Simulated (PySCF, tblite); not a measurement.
**C₆H₇BrN₂: geometry, infrared bands and NMR shifts**

What infrared bands and NMR shifts should C₆H₇BrN₂ (`C/C=C\c1[nH]cnc1Br`) show?

Computed with tblite 0.8.0 and PySCF 2.14.0, with density-fitted response routines of our own, on a single molecule in the gas phase. Atoms count from 0, in the outputs and in this text.

## Step 1: The molecule as given

16 atoms, charge 0, multiplicity 1; geometry from: force field or distance geometry start.

Bonds of the start (Å): C0–C1 1.49, C1–C2 1.29, C2–C3 1.45, C3–N4 1.35, N4–C5 1.37, C5–N6 1.34, N6–C7 1.37, C7–Br8 1.90, C7–C3 1.38, C0–H9 1.11, C0–H10 1.13, C0–H11 1.09, C1–H12 1.10, C2–H13 1.11, N4–H14 1.03, C5–H15 1.08.

## Step 2: Relaxing the molecule with GFN2-xTB

What the job is given:

```
{"job": {"kind": "relax", "xc": "GFN2-xTB", "basis": "xTB"}, "charge": 0, "multiplicity": 1}
C      2.081400    -0.716500     0.251200
C      1.754400     0.689200    -0.132600
C      0.553200     1.126600    -0.278900
C     -0.685300     0.393200    -0.141500
N     -0.956600    -0.882900     0.186900
C     -2.307900    -1.115900     0.195500
N     -2.894500     0.052200    -0.118200
C     -1.916400     0.985100    -0.316500
Br    -2.342000     2.773700    -0.787100
H      1.726200    -1.010200     1.260800
H      3.204100    -0.704700     0.362500
H      1.816100    -1.466800    -0.491600
H      2.581200     1.400100    -0.269100
H      0.460400     2.192800    -0.564600
H     -0.302000    -1.646000     0.396100
H     -2.779900    -2.061100     0.435700
```

On the command line:

```
$ OMP_NUM_THREADS=1 python probes_run.py task.json out
```

One launch serves the whole session: the jobs run in the order shown.

**Question.** This job is followed by: GFN2-xTB harmonic vibrations, gas phase; GIAO PBE0/pcSseg-1 NMR shielding, non-relativistic, gas phase. Predict these results of the whole session: strongest single infrared mode (GFN2-xTB); zero-point energy (GFN2-xTB); 13C shifts against TMS (PBE0/pcSseg-1); 1H shifts against TMS (PBE0/pcSseg-1, means over atoms taken as alike); 15N shifts against NH3 (PBE0/pcSseg-1); 79Br shifts against HBr (PBE0/pcSseg-1).

The runs gave:

| quantity | value |
| --- | --- |
| strongest single infrared mode (GFN2-xTB) | 1522 cm⁻¹, 94 km/mol |
| zero-point energy (GFN2-xTB) | 75.0 kcal/mol |
| 13C shifts against TMS (PBE0/pcSseg-1) | 141.7, 135.7, 133.6, 126.0, 125.7, 15.9 ppm |
| 1H shifts against TMS (PBE0/pcSseg-1, means over atoms taken as alike) | 8.80, 7.32, 6.94, 5.87, 2.07 ppm |
| 15N shifts against NH3 (PBE0/pcSseg-1) | 307.8, 181.8 ppm |
| 79Br shifts against HBr (PBE0/pcSseg-1) | 431 ppm |

Over 39 steps the energy fell by 0.462 eV; of the close pairs, C1–C2 changed most, 1.287 to 1.336 Å. No mode is imaginary among the 42: a minimum at this level. The strongest single mode, at 1522 cm⁻¹, is carried by C3, C7, C5, N6. Unscaled tight-binding wavenumbers are off by several per cent, some by more. Its intensities can rank the bands wrongly. C7 stands next to heavy halogen, whose spin-orbit shielding this run leaves out, so the computed shift lies too far downfield, most of all for carbon beside Br or I. At PBE0/pcSseg-1: The widest tensor belongs to Br8: span 1264 ppm, with a paramagnetic part of -930 ppm. NICS(1)zz of -27 ppm above the planar ring from C3 marks a diatropic (aromatic) ring current. Spin-orbit coupling is left out, which matters for shieldings and couplings at and beside the heavy atoms.
